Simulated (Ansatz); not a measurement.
**SiGePH (triplet): from Hartree-Fock to the top rungs at a displaced geometry (v2), cc-pVDZ**

An exercise on one series of results from a longer session: the logs are not shown, and one member is left open.

Computed with Ansatz 0.2.0, Gaussian basis. Level: cc-pVDZ, core rule «outside noble gas», up to 24 orbitals frozen.

To be run: UHF; CCSD(T) on ROHF; CCSD(T) on UHF; BCCD(T) on ROHF; CISD; CCSDT(Q) on ROHF; CCSDT(Q) on UHF.

25 further runs of the same task are left out: 13 that didn't finish, 12 set aside as unsound or not needed.

### The system

The geometry is a PBE0/def2-TZVP stationary point (not a proven minimum) with its atoms shifted at random (size 0.100 Å). No spin-orbit coupling is included. The filled d shell of Ge may be among the frozen orbitals whatever the setting's name suggests; the logs give the count.

4 atoms, charge 0, spin multiplicity 3.

Atoms are counted from 1 here; the program's logs count them from 0.

Bond lengths: Ge1–Si2 2.561 Å, Ge1–P3 2.227 Å, Si2–P3 2.200 Å, Si2–H4 1.598 Å. Angles: Si2–Ge1–P3 54.2°, Ge1–Si2–P3 55.1°, Ge1–Si2–H4 104.4°, P3–Si2–H4 113.6°, Ge1–P3–Si2 70.7°.

As a file:

```
Ge    0.06534    0.20688    0.93941
Si   -0.21413    0.79031   -1.53896
P     0.00274   -1.24961   -0.74432
H     1.17380    1.46954   -1.94634
```

Set-up of the first run:

in.yaml

```yaml
crystal:
  periodic: [false, false, false]
  atoms:
    - {symbol: Ge, position_ang: [0.065337, 0.206882, 0.939407]}
    - {symbol: Si, position_ang: [-0.214131, 0.790306, -1.538956]}
    - {symbol: P, position_ang: [0.002738, -1.249613, -0.744319]}
    - {symbol: H, position_ang: [1.173803, 1.469542, -1.946337]}
basis:
  gaussian: {orbitals: cc-pVDZ}
magnetization: {spin_polarized: true, initial_magnetization: 2}
hamiltonian: {xc: hf}
output: {orbitals: {seedname: orbitals}}
```

Command:

```bash
> ansatz run in.yaml --threads 1 --pin off --events-out ev --progress --plain --max-ram 2393MiB
```

Steps of the session up to this table: UHF; CCSD(T) on ROHF; CCSD(T) on UHF; BCCD(T) on ROHF; CISD; CCSDT(Q) on ROHF; CCSDT(Q) on UHF.

One table of the session follows, with a row left open; its other results are not shown here.

It belongs to the step «Misses and costs». 

| method | from UCCSDT(Q) (kJ/mol) |
| --- | --- |
| ROHF | +850.9 |
| UHF | +830.9 |
| RMP2 | +135.4 |
| UMP2 | +145.4 |
| CISD | +153.6 |
| RCCSD | +54.3 |
| UCCSD | +53.0 |
| RCCSD(T) | +8.6 |
| UCCSD(T) | +8.8 |
| BCCD(T) | +8.4 |
| RCCSDT | +5.0 |
| UCCSDT | +4.7 |
| RCCSDT(Q) | ? |
| UCCSDT(Q) | 0 |

Q: Estimate the row for RCCSDT(Q) from the others.

As computed: from UCCSDT(Q) (kJ/mol): +0.6. In the column «from UCCSDT(Q) (kJ/mol)» it lies between UCCSDT(Q) (0) and UCCSDT (+4.7).

Caveats from the session: Restricted and unrestricted rows rest on different reference determinants; where their highest levels disagree by more than a few hundredths of an eV, they describe different states and don't form one ladder.
